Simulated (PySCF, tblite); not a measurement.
**C₅H₉F₃O₂P−: geometry, infrared bands and NMR shifts**

Aim: predict the infrared bands and NMR shifts of C₅H₉F₃O₂P− (`CCC[P@](=O)([O-])CC(F)(F)F`).

Computed with tblite 0.8.0 and PySCF 2.14.0, with density-fitted response routines of our own, on a single molecule in the gas phase. Atoms are numbered from 0 throughout.

**1. The starting structure**

20 atoms, charge -1, multiplicity 1; geometry from: force field or distance geometry start.

Bonds of the start (Å): C0–C1 1.53, C1–C2 1.50, C2–P3 1.78, P3–O4 1.51, P3–O5 1.72, P3–C6 1.77, C6–C7 1.50, C7–F8 1.39, C7–F9 1.38, C7–F10 1.37, C0–H11 1.12, C0–H12 1.09, C0–H13 1.10, C1–H14 1.13, C1–H15 1.10, C2–H16 1.12, C2–H17 1.11, C6–H18 1.13, C6–H19 1.11.

**2. Geometry optimisation with GFN2-xTB**

Job settings and geometry (Å):

```
{"job": {"kind": "relax", "xc": "GFN2-xTB", "basis": "xTB"}, "charge": -1, "multiplicity": 1}
C      2.983900     0.528100    -0.402000
C      1.932100    -0.372800     0.245700
C      0.624500    -0.052500    -0.425700
P     -0.711700    -1.034600     0.229700
O     -0.471000    -1.250400     1.705500
O     -0.618100    -2.587500    -0.493600
C     -2.366300    -0.458900    -0.053200
C     -2.513500     1.021300    -0.240600
F     -3.876500     1.231100    -0.449500
F     -2.190600     1.748200     0.886200
F     -1.907200     1.455300    -1.388300
H      3.051400     0.242400    -1.478200
H      3.930800     0.366400     0.115200
H      2.632700     1.571100    -0.314300
H      1.841000    -0.032300     1.316300
H      2.215600    -1.433400     0.196400
H      0.486600     1.043700    -0.266500
H      0.757100    -0.270300    -1.501500
H     -2.994000    -0.747400     0.845700
H     -2.811900    -0.956600    -0.940300
```

The run is started by

```
$ OMP_NUM_THREADS=1 python probes_run.py task.json out
```

The driver reads the jobs from task.json and runs them one after another.

**Question.** This job is followed by: GFN2-xTB harmonic vibrations, gas phase; GIAO PBE0/pcSseg-1 NMR shielding, non-relativistic, gas phase. Predict these results of the whole session: strongest single infrared mode (GFN2-xTB); zero-point energy (GFN2-xTB); 13C shifts against TMS (PBE0/pcSseg-1); 1H shifts against TMS (PBE0/pcSseg-1, means over atoms taken as alike); 31P shifts against H3PO4 (PBE0/pcSseg-1); 17O shifts against H2O (PBE0/pcSseg-1); 19F shifts against CFCl3 (PBE0/pcSseg-1, means over atoms taken as alike).

As calculated:

| quantity | value |
| --- | --- |
| strongest single infrared mode (GFN2-xTB) | 927 cm⁻¹, 406 km/mol |
| zero-point energy (GFN2-xTB) | 88.8 kcal/mol |
| 13C shifts against TMS (PBE0/pcSseg-1) | 138.9, 44.5, 41.8, 20.7, 18.8 ppm |
| 1H shifts against TMS (PBE0/pcSseg-1, means over atoms taken as alike) | 2.02, 1.95, 1.92, 1.86, 1.27, 0.95, 0.81 ppm |
| 31P shifts against H3PO4 (PBE0/pcSseg-1) | -7.8 ppm |
| 17O shifts against H2O (PBE0/pcSseg-1) | 166.5, 164.6 ppm |
| 19F shifts against CFCl3 (PBE0/pcSseg-1, means over atoms taken as alike) | -71.6 ppm |

What this shows: Relaxing lowered the energy by 1.970 eV in 96 steps; the close pair that moved most is P3–O5, from 1.716 to 1.487 Å. All 54 modes are real, so the xTB geometry is a minimum. The strongest single mode, at 927 cm⁻¹, moves mainly C7. Unscaled tight-binding wavenumbers are off by several per cent, some by more. Its intensities can rank the bands wrongly. At PBE0/pcSseg-1: The widest tensor belongs to P3: span 292 ppm, with a paramagnetic part of -639 ppm.
